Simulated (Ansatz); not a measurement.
# The Pd atom under revPBE: a free atom in a box

A free palladium atom, as needed for binding energies. It is solved at Γ with spin polarisation and no symmetry, from 2 unpaired electrons. The moment is free to change.

Computed with Ansatz 0.2.0 (DFT revPBE, plane waves (420 eV) with PAW, scalar-relativistic; the PAW data stem from PBE, with regenerated cores, unless a step says otherwise).

## (1) The system as given

A box of 14.0 × 14.4 × 14.8 Å, with unequal sides, keeps the periodic images far apart.

Coordinates:

```
CELL_PARAMETERS angstrom
14.00000 0.00000 0.00000
0.00000 14.40000 0.00000
0.00000 0.00000 14.80000
ATOMIC_POSITIONS crystal
Pd 0.50000 0.50000 0.50000
```

## (2) Start with 2 unpaired electrons

Contents of input.yaml:

```yaml
crystal:
  lattice:
    - [14.0, 0.0, 0.0]
    - [0.0, 14.4, 0.0]
    - [0.0, 0.0, 14.8]
  atoms:
    - { symbol: Pd, position: [0.5, 0.5, 0.5], spin: 2.0 }
  symmetry: { detect: false, time_reversal: true }
hamiltonian:
  xc: revpbe
  pseudopotentials:
    kind: paw
    azcp:
      Pd: "pseudopotentials/Pd.paw.azcp"
basis:
  ecutwfc: 420
  fft_grid_basis: typed
kpoints:
  mp_grid: { grid: [1, 1, 1], shift: [0, 0, 0] }
magnetization:
  spin_polarized: true
scf:
  occupations: { method: fermi_dirac, width: 0.01 }
```

Launch:

```console
ansatz run input.yaml --threads 4 --pin off --max-ram 8192MiB --backend cpu --events-out ev --progress --plain --runs-dir out
```

**Question.** What will these runs give? Wanted: start 2: end moment; gap between levels; above fcc.

As calculated:

| quantity | value |
| --- | --- |
| start 2: end moment | 0.00 μB |
| gap between levels | 0.76 eV |
| above fcc | 3.20 eV/atom |

The moment moves from 2 to 0.00 μB. It lies 3.20 eV above the element's usual form at the same level (fcc, from a run of its own). If this is the atom's lowest state, that is the cohesive energy, without zero-point motion.

These are semilocal Kohn-Sham gaps, which aren't the measured quantity. Such gaps usually fall short of the measured ones.
